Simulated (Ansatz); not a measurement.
**TiAl: elastic constants**

How stiff is the crystal, and how unevenly? Runs: cell and atoms relaxed (PAW); reference run (PAW); cell relaxed at 20 GPa (PAW); at 20 GPa (PAW).

Method: DFT r²SCAN, frozen-core PAW, scalar-relativistic unless said, in Ansatz 0.2.0.

**1. Starting point**

Symmetry: P4/mmm, No. 123, tetragonal system. The conventional cell has a = 2.837 Å, b = 2.837 Å, c = 4.059 Å, α = 90.00°, β = 90.00°, γ = 90.00°. Around Ti (site symmetry 4/mmm) lie 4 Ti at 2.84 Å and 8 Al at 2.85 Å. Around Al (site symmetry 4/mmm) lie 4 Al at 2.84 Å and 8 Ti at 2.85 Å.

As a file:

```
CELL_PARAMETERS angstrom
2.83730 0.00000 0.00000
0.00000 2.83730 0.00000
0.00000 0.00000 4.05910
ATOMIC_POSITIONS crystal
Ti 0.00000 0.00000 0.00000
Al 0.50000 0.50000 0.50000
```

Cartesian axes are those of the input's lattice vectors. The structure goes back to a database entry.

**2. Cell and atoms relaxed, PAW**

File input.yaml:

```yaml
crystal:
  lattice:
    - [2.8373, 0.0, 0.0]
    - [0.0, 2.8373, 0.0]
    - [0.0, 0.0, 4.0591]
  atoms:
    - { symbol: Ti, position: [0.0, 0.0, 0.0] }
    - { symbol: Al, position: [0.5, 0.5, 0.5] }
kpoints:
  mp_grid: { grid: [16, 16, 12] }
scf:
  occupations: { method: fermi_dirac, width: 0.08 }
hamiltonian:
  xc: r2scan
  pseudopotentials: { kind: paw }
relax:
  f_tol: 0.002
  max_steps: 80
  cell: {}
output:
  forces: true
  stress: true
```

Command:

```
$ ansatz run input.yaml --threads 1 --pin off --max-ram 2560MiB --backend cpu --events-out ev --progress --plain --runs-dir out
```

**3. Reference run, PAW**

File input.yaml:

```yaml
crystal:
  lattice:
    - [2.81356461078, 0.0, 0.0]
    - [0.0, 2.81356461078, 0.0]
    - [0.0, 0.0, 4.05791893229]
  atoms:
    - { symbol: Ti, position: [0.0, 0.0, 0.0] }
    - { symbol: Al, position: [0.5, 0.5, 0.5] }
kpoints:
  mp_grid: { grid: [16, 16, 12] }
scf:
  occupations: { method: fermi_dirac, width: 0.08 }
hamiltonian:
  xc: r2scan
  pseudopotentials: { kind: paw }
elastic:
  mode: relaxed_ion
  stencil: two_point
  amplitude: 0.008
```

**4. Cell relaxed at 20 GPa, PAW**

Changes to input.yaml since step 3:

```diff
@@ -15,5 +15,8 @@
   pseudopotentials: { kind: paw }
-elastic:
-  mode: relaxed_ion
-  stencil: two_point
-  amplitude: 0.008
+relax:
+  f_tol: 0.002
+  max_steps: 80
+  cell: { p_target: 20 }
+output:
+  forces: true
+  stress: true
```

**6. At 20 GPa, PAW**

File input.yaml:

```yaml
crystal:
  lattice:
    - [2.69454681952, 0.0, 0.0]
    - [0.0, 2.69454681952, 0.0]
    - [0.0, 0.0, 3.8869208728]
  atoms:
    - { symbol: Ti, position: [0.0, 0.0, 0.0] }
    - { symbol: Al, position: [0.5, 0.5, 0.5] }
kpoints:
  mp_grid: { grid: [16, 16, 12] }
scf:
  occupations: { method: fermi_dirac, width: 0.08 }
hamiltonian:
  xc: r2scan
  pseudopotentials: { kind: paw }
elastic:
  mode: relaxed_ion
  stencil: two_point
  amplitude: 0.008
```

(Steps that only read results are left out.)

What does the calculation give? Wanted: C11; C12; C13; C33; C44; C66; bulk, shear and Young's modulus; Debye temperature from sound speeds; universal anisotropy index.

The runs gave:

| quantity | value |
| --- | --- |
| C11 (PAW) | 214 GPa |
| C12 (PAW) | 62 GPa |
| C13 (PAW) | 88 GPa |
| C33 (PAW) | 186 GPa |
| C44 (PAW) | 124 GPa |
| C66 (PAW) | 51 GPa |
| bulk, shear and Young's modulus | 121, 79, 194 GPa |
| Debye temperature from sound speeds | 580 K |
| universal anisotropy index | 0.88 |

In words: All eigenvalues are positive, so the crystal is mechanically stable; by PAW K = 121 and G = 79 GPa, K/G = 1.54, on the brittle side of Pugh's rough line at 1.75, which was drawn for metals. Young's modulus runs from 130 to 244 GPa with direction. At 20 GPa K rises to 192 GPa. Cautions: frozen-core PAW files fitted under PBE, their cores solved anew for the functional of the run; responses of metals move with mesh and smearing.
